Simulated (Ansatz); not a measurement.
# TaRu: stress in a strained cell

Aim: deform TaRu (equal xx and yy strain of +1 %) and compute stress, forces and field gradients with LAPW, PAW and all-electron datasets made for the crystal.

Computed with Ansatz 0.2.0 (DFT LDA, scalar-relativistic, unless a step's input says otherwise).

**1. The structure to begin with**

It takes space group P4/mmm (No. 123, tetragonal). The conventional cell has a = 3.053 Å, b = 3.053 Å, c = 3.389 Å, α = 90.00°, β = 90.00°, γ = 90.00°. Ta (site symmetry 4/mmm) is surrounded by 8 Ru at 2.74 Å and 4 Ta at 3.05 Å. Around Ru (site symmetry 4/mmm) lie 8 Ta at 2.74 Å and 4 Ru at 3.05 Å.

Structure file:

```cif
data_structure
_symmetry_space_group_name_H-M 'P4/mmm'
_symmetry_Int_Tables_number 123
_cell_length_a 3.0530
_cell_length_b 3.0530
_cell_length_c 3.3890
_cell_angle_alpha 90.000
_cell_angle_beta 90.000
_cell_angle_gamma 90.000
_cell_volume 31.59
loop_
_atom_site_label
_atom_site_type_symbol
_atom_site_symmetry_multiplicity
_atom_site_Wyckoff_symbol
_atom_site_fract_x
_atom_site_fract_y
_atom_site_fract_z
_atom_site_occupancy
Ta1 Ta 1 d 0.50000 0.50000 0.50000 1
Ru1 Ru 1 a 0.00000 0.00000 0.00000 1
```

The file gives the conventional cell by its symmetry; the runs use the cell typed in the input.

Atoms are numbered in the order of the input: Ta1, Ru2.

**2. The deformed structure**

Space group P4/mmm before, P4/mmm after.

**3. All-electron LAPW**

The input, input.yaml:

```yaml
crystal:
  lattice:
    - [3.08353, 0.0, 0.0]
    - [0.0, 3.08353, 0.0]
    - [0.0, 0.0, 3.389]
  atoms:
    - { symbol: Ta, position: [0.5, 0.5, 0.5] }
    - { symbol: Ru, position: [0.0, 0.0, 0.0] }
kpoints:
  mp_grid: { grid: [11, 11, 10] }
  band_path:
    path:
      - [0.0, 0.0, 0.0]
      - [0.0, 0.5, 0.0]
      - [0.5, 0.5, 0.0]
      - [0.0, 0.0, 0.0]
      - [0.0, 0.0, 0.5]
      - [0.0, 0.5, 0.5]
      - [0.5, 0.5, 0.5]
      - [0.0, 0.0, 0.5]
      - [0.0, 0.5, 0.0]
    npoints: 5
scf:
  occupations: { method: fermi_dirac, width: 0.05 }
hamiltonian:
  xc: lda
  pseudopotentials: { kind: all_electron, lapw: { basis_error: 0.0005 } }
output:
  forces: true
  stress: true
  eigenvalues: true
```

Command:

```bash
> ansatz run input.yaml --threads 1 --pin off --max-ram 3072MiB --backend cpu --events-out ev --progress --plain --runs-dir out
```

What it wrote, cut to the lines that bear on the results:

```text
LAPW: plane waves up to 8.738 Å⁻¹, error target 5.0e-4 eV per atom; small_component_spin mean_spin; Ru in spheres of 1.346 Å, 32 of its electrons in bands, Dirac shells []; Ta in spheres of 1.415 Å, 43 of its electrons in bands, Dirac shells []
[...]
Pseudopotentials: kind: all_electron
Pseudopotential: Ta, LAPW, valence charge 43, Koelling and Harmon's equation, gaussian nucleus
Pseudopotential: Ru, LAPW, valence charge 32, Koelling and Harmon's equation, gaussian nucleus
Functional definition: SPW92
[...]
Crystal: 2 atoms, lattice volume = 32.223 Å³
Basis set: ecut = 290.891143486489 eV, 381 PW (Γ), exchange–correlation at level 2
Bands: 45, of which v1, the nominal top of the filled ones, is band 38 counted from 1 (37 counted from 0)
Symmetry: 16 space group operations
Space group: P4/mmm (ITA 123), of the structure as read, at distance tolerance 3.2e-5 Å
k-points: 126 of 1210
[...]
SCF iter   1: F=—  HF=-547496.052755 eV  |F-HF|=—  |Δ(HF+E_count)|=         —  Δρ=5.36e-2  dr2=9.49e-1  ethr=1.26e-3  ⟨swp⟩=2.1  Hψ=33809  notcnv=0
[...]
the basis was enlarged: its passes take 532.5 KiB over the memory plan, 1 of 1 planned eigensolver slots
[...]
SCF iter  12: F=-547495.037270 eV  HF=-547495.037270 eV  |F-HF|=4.19e-8  |Δ(HF+E_count)|=   1.59e-8  Δρ=8.45e-6  dr2=4.01e-8  ethr=2.98e-10  ⟨swp⟩=2.0  Hψ=16777  notcnv=0
[...]
NSCF: frozen V_eff on 41 k-points
SCF converged after 12 iterations
Free energy (F): -547495.037270 eV
[...]
E sigma→0 (E₀):  -547495.027120 eV
Entropy (-TS):   -0.020300 eV (-10.150 meV/atom)
Fermi energy:    25.036380 eV
[...]
--- Forces (eV/Å), atoms counted from 1 ---
  atom   1  Ta     0.00000000     0.00000000     0.00000000
  atom   2  Ru     0.00000000     0.00000000     0.00000000
[...]
--- Stress (GPa, compression-positive) ---
      -15.853762       0.000000       0.000000
        0.000000     -15.853762       0.000000
        0.000000       0.000000     -13.255989
  P = ⅓ Tr σ = -14.9878 GPa (-149.878 kbar)
--- Band table (eV; the first three rows and the last of 126) ---
[...]
```

Wall time 99 s (1 thread of Arm Neoverse V1, shared host); peak memory 0.72 GiB.

This run gives: pressure -14.99 GPa; no gap.

**4. PAW with frozen cores**

The input, input.yaml:

```yaml
crystal:
  lattice:
    - [3.08353, 0.0, 0.0]
    - [0.0, 3.08353, 0.0]
    - [0.0, 0.0, 3.389]
  atoms:
    - { symbol: Ta, position: [0.5, 0.5, 0.5] }
    - { symbol: Ru, position: [0.0, 0.0, 0.0] }
kpoints:
  mp_grid: { grid: [11, 11, 10] }
scf:
  occupations: { method: fermi_dirac, width: 0.05 }
hamiltonian:
  xc: lda
  pseudopotentials: { kind: paw }
output:
  forces: true
  stress: true
  eigenvalues: true
  efg: { contact_densities: true }
```

Command:

```bash
> ansatz run input.yaml --threads 1 --pin off --max-ram 3072MiB --backend cpu --events-out ev --progress --plain --runs-dir out
```

What it wrote, cut to the lines that bear on the results:

```text
Ru, Ta: output.efg is read without spin–orbit coupling, which moves field gradients at and beside such atoms by some per cent and up to a factor of two; PAW files take it under magnetization.noncollinear and magnetization.spin_orbit
[...]
Pseudopotentials: kind: paw
Pseudopotential: Ta, paw, valence charge 13, recommended cutoff 420 eV (normal)
Pseudopotential: Ru, paw, valence charge 16, recommended cutoff 420 eV (normal)
Functional definition: SPW92
[...]
Crystal: 2 atoms, lattice volume = 32.223 Å³
Basis set: ecut = 420 eV, 643 PW (Γ)
Bands: 19, of which v1, the nominal top of the filled ones, is band 15 counted from 1 (14 counted from 0)
Symmetry: 16 space group operations
Space group: P4/mmm (ITA 123), of the structure as read, at distance tolerance 3.2e-5 Å
k-points: 126 of 1210
[...]
  atom   2  Ru    -0.00000000     0.00000000     0.00000000
[...]
--- Stress (GPa, compression-positive) ---
      -15.988254       0.000000       0.000000
        0.000000     -15.988254       0.000000
        0.000000       0.000000     -13.417019
  P = ⅓ Tr σ = -15.1312 GPa (-151.312 kbar)
--- PAW observables at the nuclei: V_zz in 10²¹ V/m², potentials from the cell's mean, atoms counted from 1 ---
  atom   1  Ta V_zz =    +1.482265   η = 0.0000   by run symmetry: allowed
            electrostatic potential = -14500.876130 V   contact ρ = 8123780.356857 e/Å³
  atom   2  Ru V_zz =    +1.077277   η = 0.0000   by run symmetry: allowed
            electrostatic potential = -6804.995696 V   contact ρ = 716485.621104 e/Å³
--- Band table (eV; the first three rows and the last of 126) ---
  k-point 0: bands = ["-52.1490", "-47.7828", "-22.1909", "-22.1644", "-22.1644", "-14.1934", "-14.0741", "-14.0741", "12.0647", "14.9369", "15.1186", "18.3212", "18.3212", "19.0803", "21.1077", "22.3060", "24.7917", "24.9045", "24.9045"]
[...]
```

It took 6.1 s on 1 thread of Arm Neoverse V1, shared host; peak memory 0.41 GiB.

Result: pressure -15.13 GPa; no gap; Vzz Ta1 1.48 (η = 0.00), Ru2 1.08 (η = 0.00) (10²¹ V/m²).

**5. Datasets made for this crystal**

Changes to input.yaml since step 4:

```diff
@@ -14,3 +14,3 @@
   xc: lda
-  pseudopotentials: { kind: paw }
+  pseudopotentials: { kind: all_electron, datasets: crystal }
 output:
```

Command:

```bash
> ansatz run input.yaml --threads 1 --pin off --max-ram 3072MiB --backend cpu --events-out ev --progress --plain --runs-dir out
```

What it wrote, cut to the lines that bear on the results:

```text
[...]
band count auto-derived: 21 (N_el = 29.0; filled up to band 15; 19 by the electrons, moments and atoms)
Ru, Ta: output.efg is read without spin–orbit coupling, which moves field gradients at and beside such atoms by some per cent and up to a factor of two; PAW files take it under magnetization.noncollinear and magnetization.spin_orbit
[...]
Pseudopotentials: kind: all_electron
Pseudopotential: Ta, paw, valence charge 27, recommended cutoff 260 eV (normal), Koelling and Harmon's equation, gaussian nucleus
Pseudopotential: Ru, paw, valence charge 16, recommended cutoff 260 eV (normal), Koelling and Harmon's equation, gaussian nucleus
Functional definition: SPW92
[...]
Crystal: 2 atoms, lattice volume = 32.223 Å³
Basis set: ecut = 260 eV, 297 PW (Γ)
Bands: 21, of which v1, the nominal top of the filled ones, is band 15 counted from 1 (14 counted from 0)
[...]
--- Stress (GPa, compression-positive) ---
      -15.854921       0.000000       0.000000
        0.000000     -15.854921       0.000000
        0.000000       0.000000     -13.256443
  P = ⅓ Tr σ = -14.9888 GPa (-149.888 kbar)
  It holds what live shells' own plane waves past their cutoff add
--- PAW observables at the nuclei: V_zz in 10²¹ V/m², potentials from the cell's mean, atoms counted from 1 ---
  atom   1  Ta V_zz =    +1.412442   η = 0.0000   by run symmetry: allowed
            electrostatic potential = -14494.945386 V   contact ρ = 8119648.072159 e/Å³
  atom   2  Ru V_zz =    +1.142248   η = 0.0000   by run symmetry: allowed
            electrostatic potential = -6801.146187 V   contact ρ = 716505.373483 e/Å³
--- Band table (eV; the first three rows and the last of 126) ---
  k-point 0: bands = ["-47.7259", "-43.3785", "-17.7750", "-17.7480", "-17.7480", "-9.7959", "-9.6774", "-9.6774", "16.4592", "19.3320", "19.5137", "22.7165", "22.7165", "23.4758", "25.5052", "26.7041", "29.1900", "29.3031", "29.3031"]
[...]
```

It took 47 s on 1 thread of Arm Neoverse V1, shared host; peak memory 1 GiB.

Result: pressure -14.99 GPa; no gap; Vzz Ta1 1.41 (η = 0.00), Ru2 1.14 (η = 0.00) (10²¹ V/m²).

**6. Side by side**

Stress (GPa, compression positive):

| method | xx | yy | zz | yz | xz | xy |
| --- | --- | --- | --- | --- | --- | --- |
| LAPW | -15.85 | -15.85 | -13.26 | 0.00 | 0.00 | 0.00 |
| PAW | -15.99 | -15.99 | -13.42 | 0.00 | 0.00 | 0.00 |
| crystal datasets | -15.85 | -15.85 | -13.26 | 0.00 | 0.00 | 0.00 |

| method | pressure (GPa) | Vzz Ta1 (10²¹ V/m²) | Vzz Ru2 (10²¹ V/m²) | SCF cycles, all passes |
| --- | --- | --- | --- | --- |
| LAPW | -14.99 | – | – | 12 |
| PAW | -15.13 | 1.48 | 1.08 | 6 |
| crystal datasets | -14.99 | 1.41 | 1.14 | 10 |

**7. Results**

| quantity | value |
| --- | --- |
| pressure | LAPW -14.99, PAW -15.13, crystal datasets -14.99 GPa |
| largest shear or deviatoric stress (LAPW) | 1.73 GPa |

What this shows: The largest part of the stress beyond the pressure is 1.73 GPa in size, in the zz component; the atoms are carried along and not relaxed. No run of the undeformed cell stands beside it, so the pressure holds what the given cell had before the change. PAW: stress within 0.16 GPa of LAPW. Crystal datasets: stress within 0.01 GPa of LAPW. Spin-orbit coupling is left out, though the cell holds Ta; in elements this heavy it can shift bands and gaps by tenths of an eV.
